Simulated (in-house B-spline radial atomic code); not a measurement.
# Bi⁵⁷⁺: excited configurations

Aim: the energies of several excited configurations of Bi⁵⁷⁺ above a reference configuration, each from its own self-consistent run.

Program: in-house B-spline radial atomic code version 1. Level of theory: non-relativistic Hartree-Fock, average of configuration, point nucleus, basis-set limit. These are calculated values, not measurements, unless marked.

### 1 The atom as given

```
element       : bismuth (Z = 83)
charge        : +57
electrons     : 26
configuration : [Ar] 3d8
Hamiltonian   : non-relativistic
nucleus       : point
```

Outer shells as boxes (Hund's rule):

[Ar] 3d8
```
[Ar] core
3d [↑↓][↑↓][↑↓][↑ ][↑ ]
```

The boxes draw the filling by Hund's rule, which heavy ions in jj coupling don't follow; these runs average over all states of the configuration.

The run's settings:

```ini
Z = 83
electrons = 26.0
configuration = [Ar] 3d8
hamiltonian = nr
method = hf
spin_polarised = False
```

From the earlier run of the reference: total energy -17303.794231 hartree. Levels, eight at most:

```csv
orbital,occupation,energy (eV),<r> (bohr)
1s,2,-85156.8,0.01823
2s,2,-17379.3,0.07627
2p,6,-16872.6,0.06445
3s,2,-6553.02,0.1856
3p,6,-6321.25,0.1761
3d,8,-5928.17,0.1525
```

### 2 Configuration [Ne] 3s2 3p5 3d7 4f1 5f1

The run's settings:

```ini
Z = 83
electrons = 26.0
configuration = [Ne] 3s2 3p5 3d7 4f1 5f1
hamiltonian = nr
method = hf
spin_polarised = False
```

Before running: How far above the reference does each configuration lie (order and size, in eV)?

**Answer**, as computed:

| net move | configuration | energy above the reference (eV) | largest <r> (bohr) |
| --- | --- | --- | --- |
| 3d, 3p → 4f, 5f | [Ne] 3s2 3p5 3d7 4f1 5f1 | 7427.07 | 0.548 |

The promotion costs 7427.07 eV. Koopmans' estimate of the ionisation threshold is 5928.17 eV; 1 configuration exceeds it by over 2 % and could autoionise. Two partly filled shells share a symmetry and can mix in the average, which may lower the energy, for: 3d, 3p → 4f, 5f. These are averages over configurations, without correlation, not spectroscopic levels.
